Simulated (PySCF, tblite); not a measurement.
**C₆H₅NSi: geometry, infrared bands and NMR shifts**

Wanted: the infrared bands and NMR shifts of C₆H₅NSi (`N#CC#CC1=CC[SiH2]1`), by calculation.

Programs: tblite 0.8.0 and PySCF 2.14.0, with density-fitted response routines of our own. Each step states its level of theory. These are calculated values for one molecule in the gas phase, unless marked as measured. Atoms count from 0, in the outputs and in this text.

## 1. Starting geometry

13 atoms, charge 0, multiplicity 1; geometry from: force field or distance geometry start.

Bonds of the start (Å): N0–C1 1.17, C1–C2 1.53, C2–C3 1.21, C3–C4 1.54, C4–C5 1.35, C5–C6 1.54, C6–Si7 1.89, Si7–C4 1.85, C5–H8 1.10, C6–H9 1.10, C6–H10 1.10, Si7–H11 1.49, Si7–H12 1.49.

## 2. Optimising the geometry with GFN2-xTB

The job: settings as JSON, then the geometry in Å.

```
{"job": {"kind": "relax", "xc": "GFN2-xTB", "basis": "xTB"}, "charge": 0, "multiplicity": 1}
N      4.906900     2.171200     0.648600
C      3.851300     1.687100     0.502500
C      2.479500     1.031000     0.332800
C      1.390400     0.536100     0.178600
C      0.006600    -0.129700     0.012400
C     -0.381100    -1.425400    -0.001000
C     -1.894500    -1.287300    -0.238500
Si    -1.676600     0.587700    -0.277500
H      0.224300    -2.337400     0.131700
H     -2.538100    -1.641900     0.586500
H     -2.270400    -1.716800    -1.174000
H     -1.860600     1.207700    -1.616500
H     -2.242100     1.318200     0.896600
```

Command:

```bash
> OMP_NUM_THREADS=1 python probes_run.py task.json out
```

This one command runs all jobs of the session in turn.

**Question.** This job is followed by: GFN2-xTB harmonic vibrations, gas phase; GIAO PBE0/pcSseg-1 NMR shielding, non-relativistic, gas phase. What will the session give for the following? strongest single infrared mode (GFN2-xTB); zero-point energy (GFN2-xTB); ¹³C shifts against TMS (PBE0/pcSseg-1); ¹H shifts against TMS (PBE0/pcSseg-1, means over atoms taken as alike); ¹⁵N shifts against NH3 (PBE0/pcSseg-1); ²⁹Si shifts against TMS (PBE0/pcSseg-1).

As calculated:

```
                                                              quantity                                      value
                             strongest single infrared mode (GFN2-xTB)                      2328 cm⁻¹, 539 km/mol
                                          zero-point energy (GFN2-xTB)                              51.4 kcal/mol
                                ¹³C shifts against TMS (PBE0/pcSseg-1)  177.6, 131.2, 111.9, 80.9, 77.9, 20.4 ppm
¹H shifts against TMS (PBE0/pcSseg-1, means over atoms taken as alike)                       7.70, 5.15, 2.10 ppm
                                ¹⁵N shifts against NH3 (PBE0/pcSseg-1)                                  320.6 ppm
                               ²⁹Si shifts against TMS (PBE0/pcSseg-1)                                  -28.9 ppm
```

What this shows: The optimisation took 26 steps and gained 1.095 eV; among the close pairs (by a distance rule), C1–C2 changed most, from 1.530 to 1.354 Å. All 33 modes are real, so the xTB geometry is a minimum. The strongest single mode, at 2328 cm⁻¹, moves mainly C1 and N0. Unscaled tight-binding wavenumbers are off by several per cent, some by more. Its intensities can rank the bands wrongly. H8 (hydrogen on an alkene CH) lies farthest downfield among hydrogen, at 7.70 ppm; olefinic region. At PBE0/pcSseg-1: The largest span, 493 ppm, is at N0, where the paramagnetic term is -395 ppm.
